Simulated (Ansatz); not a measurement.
# HfAl2H2: the cost of one run

Method: DFT, PBE, spin-orbit coupling, plane waves, PAW, in Ansatz 0.2.0.

**1. The cell**

It takes space group P-3m1 (No. 164, trigonal). Conventional cell: a = 4.278 Å, b = 4.278 Å, c = 4.464 Å, α = 90.00°, β = 90.00°, γ = 120.00°. H (site symmetry 3m) has 1 Al at 1.61 Å as nearest neighbours. Al (site symmetry 3m) has 1 H at 1.61 Å as nearest neighbours. Hf (site symmetry -3m) is surrounded by 6 H at 2.51 Å.

Structure file:

```
H Al Hf
1.0
     2.13919    3.70519    0.00000
    -2.13919    3.70519    0.00000
     0.00000    0.00000    4.46379
H Al Hf
2 2 1
Direct
  0.33330 0.33340 0.09760
  0.66670 0.66660 0.90240
  0.33330 0.33340 0.45890
  0.66670 0.66660 0.54110
  0.00000 0.00000 0.00000
```

The first density is read from a saved solution for the starting cell.

**2. The relaxation**

input.yaml reads:

```yaml
crystal:
  lattice:
    - [2.139193, 3.705186, 0.0]
    - [-2.139193, 3.705186, 0.0]
    - [0.0, 0.0, 4.463786]
  atoms:
    - { symbol: H, position: [0.3333, 0.3334, 0.0976] }
    - { symbol: H, position: [0.6667, 0.6666, 0.9024] }
    - { symbol: Al, position: [0.3333, 0.3334, 0.4589] }
    - { symbol: Al, position: [0.6667, 0.6666, 0.5411] }
    - { symbol: Hf, position: [0.0, 0.0, 0.0] }
  symmetry: { tolerance: 0.0003 }
kpoints:
  mp_grid: { grid: [5, 5, 4], shift: [0, 0, 0] }
magnetization:
  noncollinear: true
  spin_orbit: true
scf:
  occupations: { method: fermi_dirac, width: 0.0386 }
  lower_state_search: "off"
hamiltonian:
  pseudopotentials: { kind: paw_fr }
  xc: pbe
basis:
  ecutwfc: 420
  fft_grid_basis: typed
relax:
  max_steps: 40
  cell: { p_target: 0.0 }
  f_tol: 0.03
output:
  forces: true
  stress: true
  eigenvalues: true
  bader: true
  populations: true
  elf: true
  write_potential: true
  volumetric_format: npy
  dos:
    e_range: [-12, 8]
    de: 0.05
    projected: { site_lists: { Al: [Al], H: [H], Hf: [Hf] } }
    method: { smearing: { sigma: 0.1, scheme: gaussian } }
checkpoint:
  read: saved_state
```

Launch:

```sh
$ ansatz run input.yaml --threads 2 --pin off --max-ram 2560MiB --backend cpu --events-out ev --progress --plain --runs-dir out
```

Q: Estimate wall time and peak memory on 2 threads of Arm Neoverse V1, shared host.

About 2.2 min, with a peak of 0.58 GiB.
